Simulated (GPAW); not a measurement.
The system is NaLaMnMoO6.

```
Na La Mn Mo O
1.0
     5.55735    0.00000    0.00053
     0.00000    5.59794    0.00000
    -0.06290    0.00000    8.02462
Na La Mn Mo O
2 2 2 2 12
Direct
  0.75008 0.51572 0.49924
  0.24992 0.01572 0.50076
  0.25715 0.95896 0.99937
  0.74285 0.45896 0.00063
  0.24767 0.48762 0.25607
  0.75233 0.98762 0.74393
  0.75559 0.99666 0.27090
  0.24441 0.49666 0.72910
  0.67335 0.97830 0.49061
  0.03402 0.81017 0.27726
  0.93353 0.28910 0.28026
  0.47817 0.20966 0.19922
  0.54435 0.73563 0.20079
  0.82956 0.01818 0.00392
  0.32665 0.47830 0.50939
  0.96598 0.31017 0.72274
  0.06647 0.78910 0.71974
  0.52183 0.70966 0.80078
  0.45565 0.23563 0.79921
  0.17044 0.51818 0.99608
```

The cell was built by a generator and needn't be a form met in nature.

Program: GPAW 26.7.0. Alike in all runs: potentials or basis GPAW PAW data sets (gpaw-data 1.2.1), pw; spin collinear, ferromagnetic start; cell as given; cutoff (eV) 800; smearing fermi-dirac 0.05 eV.

Task: Order these runs on this cell by their band gap on the k mesh, lowest first.
A. level PBE+U; U Mn d U = 4 eV; k mesh 4 × 4 × 3; ranks 4; band path GYHCEM1AXH1,MDZ,YD; band points 100
B. level r2SCAN; k mesh 4 × 4 × 3; ranks 8; band path GYHCEM1AXH1,MDZ,YD; band points 100
C. level PBE; k mesh 5 × 5 × 4; ranks 4

Result: C (0.06 eV), B (0.57 eV), A (1.05 eV).

Caveats: one-centre terms of the f shell are cut off; spin-orbit coupling is left out, which moves the levels of the heavy elements; only a ferromagnetic start was run, and an antiferromagnetic order may lie lower in energy; the mesh misses the band edges, which the band path finds closer together (some runs); an odd mesh through Γ misses points on the zone boundary, where band edges often lie (some runs).

Not every run made on this cell is shown here.
